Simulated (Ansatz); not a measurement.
# C4H8F2O: the cost of one run

The runs use Ansatz 0.2.0, Gaussian basis; the settings change from run to run.

### 1 The relaxed structure

The structure was relaxed beforehand with PBE0-D4 in a triple-zeta def2 set.

SMILES `CC(F)OCCF`, 15 atoms, charge 0, spin multiplicity 1.

Atoms are counted from 1 here; the program's logs count them from 0.

Bond lengths: C1–C2 1.499 Å, C1–H8 1.090 Å, C1–H9 1.091 Å, C1–H10 1.090 Å, C2–F3 1.393 Å, C2–O4 1.377 Å, C2–H11 1.096 Å, O4–C5 1.414 Å, C5–C6 1.502 Å, C5–H12 1.094 Å, C5–H13 1.095 Å, C6–F7 1.385 Å, C6–H14 1.095 Å, C6–H15 1.094 Å. Angles: C2–C1–H8 109.9°, C2–C1–H9 109.5°, C2–C1–H10 109.9°, H8–C1–H9 109.3°, H8–C1–H10 109.2°, H9–C1–H10 109.1°, C1–C2–F3 109.0°, C1–C2–O4 109.1°, C1–C2–H11 112.9°, F3–C2–O4 109.0°, F3–C2–H11 105.4°, O4–C2–H11 111.3°, C2–O4–C5 115.3°, O4–C5–C6 111.7°, O4–C5–H12 107.4°, O4–C5–H13 110.8°, C6–C5–H12 108.5°, C6–C5–H13 110.6° and more.

### 2 B97/x2c-TZVPPall

This run has multiplicity 3, atoms shaken by 0.15 Å.

File in.yaml:

```yaml
crystal:
  periodic: [false, false, false]
  atoms:
    - {symbol: C, position_ang: [-1.141644, -0.759734, 1.899070]}
    - {symbol: C, position_ang: [-1.069035, -0.188014, 0.215307]}
    - {symbol: F, position_ang: [-2.168161, -0.144927, -0.633208]}
    - {symbol: O, position_ang: [0.033899, -0.784392, -0.357704]}
    - {symbol: C, position_ang: [0.467263, -0.117501, -1.341086]}
    - {symbol: C, position_ang: [1.901690, 0.770365, -0.974694]}
    - {symbol: F, position_ang: [1.706948, 1.798996, -0.062302]}
    - {symbol: H, position_ang: [-2.259338, -0.373683, 2.409918]}
    - {symbol: H, position_ang: [-1.808487, -1.891740, 1.364940]}
    - {symbol: H, position_ang: [-0.413960, -0.651471, 2.164045]}
    - {symbol: H, position_ang: [-0.723402, 1.363696, 0.727861]}
    - {symbol: H, position_ang: [0.762551, -0.572761, -2.175439]}
    - {symbol: H, position_ang: [-0.168447, 0.966397, -1.911772]}
    - {symbol: H, position_ang: [2.355479, 1.215722, -1.591177]}
    - {symbol: H, position_ang: [2.331059, 0.065119, -0.518147]}
basis:
  gaussian: {orbitals: x2c-TZVPPall}
magnetization: {spin_polarized: true, initial_magnetization: 2}
hamiltonian: {xc: {name: B97}}
output: {forces: true}
```

Started as:

```sh
> ansatz run in.yaml --threads 8 --pin off --events-out ev --progress --plain --max-ram 18278MiB
```

Q: Estimate wall time and peak memory on 8 threads of Arm Neoverse V1, shared host.

About 15 s, with a peak of 1.5 GiB.
